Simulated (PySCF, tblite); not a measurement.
# C₁₄H₁₂Si: excited states

Wanted: excited states for C₁₄H₁₂Si (`[SiH3]c1cccc2ccc3ccccc3c12`).

Programs: tblite 0.8.0 and PySCF 2.14.0, with routines of our own; each step states its level. All values are computed. Atoms count from 0.

### Step 1. The starting structure

27 atoms, charge 0, multiplicity 1; geometry from: force field or distance geometry start.

### Step 2. Geometry optimisation with GFN2-xTB

Job settings and geometry (Å):

```
{"job": {"kind": "relax", "xc": "GFN2-xTB", "basis": "xTB"}, "charge": 0, "multiplicity": 1}
Si     1.495600     2.773500    -0.255000
C      1.676900     0.918000     0.037100
C      3.054300     0.528100     0.196800
C      3.415600    -0.786200     0.299300
C      2.437000    -1.769100     0.259100
C      1.076200    -1.439400     0.117000
C      0.205600    -2.517200     0.036700
C     -1.153900    -2.331000    -0.089000
C     -1.697000    -1.061800    -0.098600
C     -3.105900    -0.954600    -0.192200
C     -3.739600     0.277100    -0.159700
C     -2.974400     1.412600     0.000200
C     -1.579700     1.314100     0.097800
C     -0.854300     0.085200     0.005300
C      0.612600    -0.077800     0.061100
H      0.884300     3.425000     0.953400
H      2.817000     3.402700    -0.493700
H      0.628100     3.025000    -1.439600
H      3.843200     1.278000     0.206500
H      4.467000    -1.066400     0.419100
H      2.750300    -2.801500     0.316600
H      0.576900    -3.540300     0.071500
H     -1.790500    -3.207300    -0.153500
H     -3.723900    -1.853100    -0.293800
H     -4.816900     0.349400    -0.224900
H     -3.456000     2.389600     0.069300
H     -1.068300     2.254000     0.265400
```

The run is started by

```bash
OMP_NUM_THREADS=1 python excited_run.py task.json out
```

The driver reads the jobs from task.json and runs them one after another.

Output:

```text
step      E/eV     max force
  0   -1028.50067    2.449
  1   -1028.66215    1.471
  2   -1028.71183    0.640
  3   -1028.74545    0.474
  4   -1028.78654    0.527
  5   -1028.81494    0.412
  6   -1028.84334    0.328
  7   -1028.86431    0.299
  8   -1028.88096    0.287
  9   -1028.89118    0.220
 10   -1028.89853    0.172
 11   -1028.90472    0.153
 12   -1028.91048    0.175
 13   -1028.91621    0.188
 14   -1028.92205    0.166
 15   -1028.92781    0.177
 16   -1028.93274    0.152
 17   -1028.93608    0.099
 18   -1028.93812    0.074
 19   -1028.93953    0.076
 20   -1028.94064    0.063
 21   -1028.94147    0.053
 22   -1028.94203    0.051
 23   -1028.94243    0.044
 24   -1028.94275    0.037
 25   -1028.94302    0.032
 26   -1028.94331    0.044
 27   -1028.94365    0.050
 28   -1028.94405    0.050
 29   -1028.94447    0.050
 30   -1028.94488    0.060
 31   -1028.94530    0.055
 32   -1028.94574    0.047
 33   -1028.94614    0.034
 34   -1028.94644    0.029
 35   -1028.94667    0.034
 36   -1028.94692    0.046
 37   -1028.94727    0.048
 38   -1028.94771    0.044
 39   -1028.94816    0.045
 40   -1028.94860    0.052
 41   -1028.94915    0.072
 42   -1028.94996    0.081
 43   -1028.95111    0.089
 44   -1028.95244    0.091
 45   -1028.95373    0.083
 46   -1028.95505    0.083
 47   -1028.95673    0.096
 48   -1028.95891    0.111
 49   -1028.96132    0.106
 50   -1028.96362    0.101
 51   -1028.96569    0.105
 52   -1028.96754    0.113
 53   -1028.96887    0.099
 54   -1028.97071    0.081
 55   -1028.97223    0.073
 56   -1028.97343    0.063
 57   -1028.97435    0.054
 58   -1028.97501    0.046
 59   -1028.97541    0.048
 60   -1028.97580    0.048
 61   -1028.97625    0.050
 62   -1028.97671    0.043
 63   -1028.97710    0.037
 64   -1028.97741    0.037
 65   -1028.97770    0.044
 66   -1028.97800    0.045
 67   -1028.97831    0.036
 68   -1028.97860    0.041
 69   -1028.97885    0.038
 70   -1028.97903    0.027
 71   -1028.97919    0.028
 72   -1028.97935    0.031
 73   -1028.97957    0.031
 74   -1028.97984    0.037
 75   -1028.98012    0.038
 76   -1028.98037    0.034
 77   -1028.98054    0.025
 78   -1028.98066    0.021
 79   -1028.98076    0.021
 80   -1028.98084    0.021
 81   -1028.98094    0.021
 82   -1028.98104    0.023
 83   -1028.98115    0.024
 84   -1028.98125    0.024
 85   -1028.98135    0.022
 86   -1028.98144    0.024
 87   -1028.98154    0.022
 88   -1028.98165    0.025
 89   -1028.98175    0.027
 90   -1028.98182    0.023
 91   -1028.98188    0.017
 92   -1028.98193    0.015
 93   -1028.98200    0.017
 94   -1028.98206    0.019
 95   -1028.98213    0.019
 96   -1028.98217    0.016
 97   -1028.98222    0.012
 98   -1028.98225    0.013
 99   -1028.98229    0.014
100   -1028.98232    0.012
101   -1028.98235    0.012
102   -1028.98238    0.013
103   -1028.98241    0.011
104   -1028.98243    0.011
105   -1028.98245    0.010
106   -1028.98248    0.014
107   -1028.98252    0.021
108   -1028.98257    0.017
109   -1028.98261    0.011
110   -1028.98263    0.009
```

Wall time 1.4 s (1 thread of Arm Neoverse V2, shared host); peak memory 0.18 GiB.

The steps of the relaxation: (not every step is listed)

```csv
step,energy from step 0 (eV),largest force (eV/Å)
0,0.0000,2.4485
1,-0.1615,1.4711
2,-0.2112,0.6398
3,-0.2448,0.4736
4,-0.2859,0.5269
5,-0.3143,0.4122
6,-0.3427,0.3279
7,-0.3636,0.2995
8,-0.3803,0.2871
17,-0.4354,0.0990
26,-0.4426,0.0442
35,-0.4460,0.0344
44,-0.4518,0.0905
53,-0.4682,0.0989
62,-0.4760,0.0433
71,-0.4785,0.0275
80,-0.4802,0.0215
89,-0.4811,0.0274
98,-0.4816,0.0125
105,-0.4818,0.0099
106,-0.4818,0.0142
107,-0.4819,0.0205
108,-0.4819,0.0167
109,-0.4819,0.0110
110,-0.4820,0.0092
```

Distances of close pairs at the start and the end, largest changes first:

```
   bond  before (Å)  after (Å)  change (Å)
  C1–C2       1.440      1.385      -0.055
  C7–C8       1.381      1.424      +0.043
 C1–C14       1.458      1.417      -0.041
  C5–C6       1.388      1.425      +0.037
Si0–H15       1.503      1.469      -0.034
C13–C14       1.477      1.445      -0.032
C11–C12       1.402      1.374      -0.028
  C6–C7       1.378      1.350      -0.028
```

The final coordinates are the input of the step that follows.

### Step 3. Infrared spectrum with GFN2-xTB

Job settings and geometry (Å):

```
{"job": {"kind": "ir", "xc": "GFN2-xTB", "basis": "xTB"}, "charge": 0, "multiplicity": 1}
Si     1.269123     2.676579    -0.496213
C      1.572032     0.895442     0.071742
C      2.903331     0.581381     0.291526
C      3.343790    -0.720893     0.507107
C      2.448853    -1.752927     0.399328
C      1.089733    -1.490436     0.172955
C      0.192728    -2.577555    -0.038592
C     -1.114873    -2.365277    -0.299789
C     -1.659204    -1.052401    -0.217926
C     -3.042463    -0.849997    -0.342478
C     -3.597909     0.386590    -0.135401
C     -2.779330     1.446921     0.252634
C     -1.420296     1.274150     0.353859
C     -0.809319     0.046110     0.061013
C      0.620883    -0.153663     0.108314
H      0.999137     3.569269     0.638307
H      2.512399     3.129512    -1.129946
H      0.200178     2.734243    -1.492158
H      3.636281     1.376097     0.279725
H      4.388786    -0.913215     0.703310
H      2.777129    -2.780029     0.475565
H      0.600469    -3.578379    -0.017115
H     -1.782334    -3.187146    -0.516673
H     -3.668099    -1.697372    -0.585540
H     -4.663271     0.533626    -0.235230
H     -3.219060     2.405692     0.485870
H     -0.818591     2.090101     0.717967
```

Output:

```text
mode    cm-1     km/mol
  1      61.0      0.01
  2      85.1      0.11
  3     138.5      0.21
  4     183.1      1.85
  5     201.2      0.70
  6     211.7      0.65
  7     252.6      1.67
  8     277.4      1.28
  9     352.0      3.85
 10     378.5      0.51
 11     396.8      3.58
 12     425.1      5.44
 13     460.6      3.82
 14     478.8      5.86
 15     489.1      0.66
 16     516.2     11.11
 17     534.2      7.47
 18     544.5     21.14
 19     564.7     49.76
 20     590.5     48.55
 21     630.8      1.68
 22     678.5     10.71
 23     705.3      3.66
 24     740.5      4.37
 25     754.0      7.39
 26     758.4     35.78
 27     766.9    189.61
 28     793.0      1.60
 29     819.1    336.18
 30     832.5     79.89
 31     837.4     58.27
 32     840.3     92.36
 33     878.7      8.62
 34     893.5      0.53
 35     913.1      2.96
 36     917.5      2.30
 37     924.1      0.27
 38     928.0      1.59
 39     933.8     32.96
 40     999.1      1.36
 41    1095.9      0.23
 42    1125.3      2.58
 43    1136.7      1.53
 44    1169.7      2.61
 45    1173.9      2.08
 46    1181.0      0.35
 47    1219.2      1.36
 48    1223.2      1.97
 49    1232.5      0.09
 50    1249.6      2.00
 51    1289.7      1.11
 52    1329.2      1.64
 53    1354.8      0.24
 54    1384.4      1.38
 55    1392.1      0.73
 56    1423.3      7.91
 57    1435.4      0.71
 58    1486.2      0.45
 59    1518.5      2.38
 60    1552.6      1.99
 61    1575.5      1.39
 62    1601.6      0.14
 63    1614.7      0.06
 64    2206.1    354.31
 65    2228.8    296.19
 66    2268.1    251.54
 67    3060.9     16.82
 68    3064.1      9.02
 69    3067.6     34.74
 70    3069.4      3.27
 71    3076.4     11.06
 72    3078.9    101.32
 73    3081.9    122.43
 74    3088.5     80.79
 75    3115.6     27.61
```

Run time: 1.9 s. Hardware: 1 thread of Arm Neoverse V2, shared host; peak memory 0.18 GiB.

The strongest bands and the atoms that carry them (share of the mass-weighted mode):

```csv
cm⁻¹,km/mol,atoms
767,189.6,"H15 32 %, H17 31 %"
819,336.2,"H16 33 %, H17 27 %, H15 21 %"
840,92.4,"H22 21 %, H21 20 %"
2206,354.3,H15 89 %
2229,296.2,H16 88 %
2268,251.5,H17 95 %
3079,101.3,"H22 44 %, H21 28 %, H19 11 %"
3082,122.4,"H19 50 %, H20 22 %"
```

### Step 4. Excited states: TDA PBE0/def2-SVP

Settings changed since step 3:

```diff
@@ -1,2 +1,2 @@
-{"job": {"kind": "ir", "xc": "GFN2-xTB", "basis": "xTB"}, "charge": 0, "multiplicity": 1}
+{"job": {"kind": "states", "xc": "PBE0", "basis": "def2-SVP", "tda": true, "soc": true, "nstates": 5, "ntriplets": 4, "nquad": 4}, "charge": 0, "multiplicity": 1}
 Si     1.269123     2.676579    -0.496213
```

With the program's defaults for keys left out, this is: TDA PBE0/def2-SVP excited states, vertical, gas phase, spin-orbit mean-field couplings.

Output:

```text
coarse grid: 24272 points
cycle   1  E = -828.8131959804  dE =  2.805e+00  |g| = 4.038e-01  |ddm| = 6.751e+00
cycle   2  E = -828.8248310862  dE = -1.164e-02  |g| = 3.714e-01  |ddm| = 1.321e+00
cycle   3  E = -828.8630373889  dE = -3.821e-02  |g| = 5.208e-02  |ddm| = 5.617e-01
cycle   4  E = -828.8630918408  dE = -5.445e-05  |g| = 4.849e-02  |ddm| = 1.252e-01
cycle   5  E = -828.8637706353  dE = -6.788e-04  |g| = 8.279e-03  |ddm| = 7.685e-02
cycle   6  E = -828.8637878056  dE = -1.717e-05  |g| = 2.803e-03  |ddm| = 1.453e-02
cycle   7  E = -828.8637897833  dE = -1.978e-06  |g| = 6.501e-04  |ddm| = 3.970e-03
final grid: 233304 points
cycle   8  E = -828.9815093023  dE = -5.526e-05  |g| = 8.001e-03  |ddm| = 8.919e-02
cycle   9  E = -828.9815096190  dE = -3.167e-07  |g| = 8.062e-03  |ddm| = 2.540e-02
cycle  10  E = -828.9815280533  dE = -1.843e-05  |g| = 1.108e-03  |ddm| = 1.346e-02
cycle  11  E = -828.9815283552  dE = -3.020e-07  |g| = 3.707e-04  |ddm| = 1.954e-03
cycle  12  E = -828.9815283917  dE = -3.652e-08  |g| = 1.053e-04  |ddm| = 5.911e-04
cycle  13  E = -828.9815283947  dE = -2.916e-09  |g| = 3.142e-05  |ddm| = 1.717e-04
cycle  14  E = -828.9815283949  dE = -2.533e-10  |g| = 1.064e-05  |ddm| = 5.338e-05
converged SCF energy = -828.9815283949

Singlet excitations
state   eV       nm        f     d(h-e)  d(exc)  Lambda  PR(NTO)  |dmu|/D   mu/D   main configurations
  1   4.0707   304.6   0.00457   0.288   3.894   0.740   1.936    0.662    1.388   H->L+1 0.50, H-1->L 0.34, H->L 0.10
  2   4.4137   280.9   0.06826   0.301   4.013   0.819   1.745    0.775    1.396   H->L 0.61, H-1->L+1 0.21
  3   5.0564   245.2   0.21130   0.499   4.130   0.728   2.254    1.229    1.836   H-1->L 0.42, H->L+1 0.34, H->L+2 0.09
  4   5.2763   235.0   0.51088   1.177   4.022   0.789   1.994    2.435    2.905   H-1->L+1 0.33, H-1->L+2 0.18, H->L 0.12
  5   5.3594   231.3   0.04204   0.360   3.807   0.760   2.035                     H-2->L 0.30, H-2->L+1 0.22, H-1->L+2 0.20

Triplet excitations (Tamm-Dancoff)
state   eV     d(h-e)  d(exc)  Lambda  PR(NTO)   main configurations
  1   3.0098   0.080   3.351   0.823   1.500   H->L 0.73, H-1->L+1 0.10
  2   3.5663   0.413   3.606   0.736   1.503   H->L+1 0.72, H-1->L 0.13
  3   3.6977   0.278   3.620   0.807   1.390   H-1->L+1 0.59, H-1->L 0.20, H->L 0.14
  4   3.9467   0.299   3.744   0.745   1.295   H-1->L 0.62, H-1->L+1 0.21, H->L+1 0.12
S1 - T1 = 1.0609 eV

Spin-orbit couplings |<S|Hso|T>| (cm-1)
             T1       T2       T3       T4
S0        0.129    0.531    0.345    0.972
S1        0.471    0.042    0.176    0.039
S2        0.066    0.387    0.157    0.546
S3        0.109    0.130    0.503    0.116
S4        0.130    0.230    0.158    0.332
S5        0.130    0.085    0.186    0.180
T1 sublevels (cm-1): 0.000 0.000 0.000   radiative rates (1/s): 0.0039 6.15e-05 0.00343
```

Run time: 2 min. Hardware: 1 thread of Arm Neoverse V2, shared host; peak memory 1.3 GiB.

From this job:

```csv
quantity,value
S1 less T1,1.06 eV
```

Orbitals, density, ELF and potential are computed afterwards from the orbital file.

Frontier orbitals at PBE0/def2-SVP, with the share of their density that lies nearest to each atom:

| orbital | energy (eV) | lies on |
| --- | --- | --- |
| HOMO | -6.29 | C6, C7 about 14 % each; 4 C atoms about 9 % each |
| LUMO | -1.32 | 5 C atoms about 11 % each; C11, C13 about 7 % each |

ELF in a plane through or near 15 of the atoms.

Values, 10 rows by 14 columns:
```
0.00 0.00 0.00 0.00 0.00 0.00 0.00 0.00 0.00 0.00 0.00 0.00 0.00 0.00
0.00 0.00 0.00 0.00 0.00 0.00 0.51 0.02 0.00 0.00 0.00 0.00 0.00 0.00
0.00 0.00 0.00 0.10 0.98 0.02 1.00 0.46 0.72 0.95 0.00 0.00 0.00 0.00
0.00 0.00 0.03 0.02 0.87 0.58 0.86 0.78 0.19 0.04 0.91 0.88 0.00 0.00
0.00 0.00 0.98 0.93 0.75 0.41 0.90 0.12 0.36 0.92 0.41 0.06 0.00 0.00
0.00 0.00 0.01 0.18 0.30 0.63 0.81 0.70 0.69 0.10 0.56 0.99 0.96 0.00
0.00 0.00 0.16 0.99 0.48 0.79 0.85 0.20 0.56 0.56 0.50 0.11 0.09 0.00
0.00 0.00 0.00 0.00 0.25 0.23 0.25 0.06 0.04 0.22 0.85 0.02 0.00 0.00
0.00 0.00 0.00 0.00 0.05 0.26 0.88 0.07 0.00 0.00 0.00 0.00 0.00 0.00
0.00 0.00 0.00 0.00 0.00 0.00 0.00 0.00 0.00 0.00 0.00 0.00 0.00 0.00
```
The map spans 14.5 Å across and 12.4 Å up, centred on the molecule. Atoms in the plane (x, y in Å): C1 (-1.6, -0.9), C2 (-2.9, -0.6), C4 (-2.5, 1.8), C5 (-1.1, 1.5), C6 (-0.2, 2.6), C7 (1.1, 2.4), C8 (1.7, 1.0), C9 (3.1, 0.8), C10 (3.6, -0.4), C13 (0.8, 0.0), C14 (-0.6, 0.2), H18 (-3.7, -1.4), H20 (-2.8, 2.8), H21 (-0.6, 3.6), H24 (4.7, -0.6).

On the surface of density 0.002 e/bohr³ the electrostatic potential runs, from the 1st to the 99th percentile, from -0.60 V near C11 to 0.89 V near H20.

### Step 5. What came out

```
                                                                  quantity                  value
                                 strongest single infrared mode (GFN2-xTB)  2206 cm⁻¹, 354 km/mol
                                              zero-point energy (GFN2-xTB)         127.0 kcal/mol
                                    S1 less T1 (step 4, TDA PBE0/def2-SVP)                1.06 eV
potential on the surface of density 0.002 e/bohr³, 1st and 99th percentile     -0.60 V and 0.89 V
```

**Reading.** No mode is imaginary among the 75: a minimum at this level. The strongest single mode, at 2206 cm⁻¹, moves mainly H15. Unscaled tight-binding wavenumbers are off by several per cent, some by more. Its intensities can rank the bands wrongly. In step 4, the number of triplets below S1 is at least 4, and the largest singlet-triplet spin-orbit coupling is S0–T4, 0.97 cm⁻¹. By nearest atom (PBE0/def2-SVP), the HOMO sits on C6, C7 about 14 % each; 4 C atoms about 9 % each and the LUMO on 5 C atoms about 11 % each; C11, C13 about 7 % each.
